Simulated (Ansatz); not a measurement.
Runs of Ansatz 0.2.0 on HfMoC2. Symmetry: P4/mmm, No. 123, tetragonal system. The conventional cell has a = 3.191 Å, b = 3.191 Å, c = 4.485 Å, α = 90.00°, β = 90.00°, γ = 90.00°. Around Hf (site symmetry 4/mmm) lie 6 C at 2.24 to 2.26 Å. Mo (site symmetry 4/mmm) is surrounded by 6 C at 2.24 to 2.26 Å. C (site symmetry 4/mmm) has 2 Mo at 2.24 Å and 4 Hf at 2.26 Å as nearest neighbours. C (site symmetry 4/mmm) has 2 Hf at 2.24 Å and 4 Mo at 2.26 Å as nearest neighbours. The cell comes from a database or a generator and needn't be the stable form of this composition.

| level | share of exact exchange | gap on the mesh (eV) | pressure (GPa) |
| --- | --- | --- | --- |
| HSE06 form with a typed share of exact exchange | 0.35 | none | -9.1 |
| HSE06 form with a typed share of exact exchange | 0.1 | none | (b) |
| HSE06 | 0.25 | none | -6.8 |
| HSE06 form with a typed share of exact exchange | 0.15 | none | (a) |
| HSE06 form with a typed share of exact exchange | 0.5 | none | -12.4 |

Alike in all rows: task single point; potentials or basis Ansatz PAW; no spin polarisation; cell as given; k mesh 5 × 5 × 4; cutoff (eV) 420; smearing fermi-dirac 0.05 eV; the mesh is coarse, so values aren't converged.

Fill in the values left out.

(a) -4.5; (b) -3.3.

Caveats: all runs use coarse meshes; the PAW data sets come from PBE, with cores solved anew for the run's functional, which leaves a small shift of forces and pressure; the thresholds are loose for stress.

A k mesh can miss the band edges, and the runs leave out spin-orbit coupling on Hf, Mo.

A gap of «none» marks a metal or a gap under the smearing width.
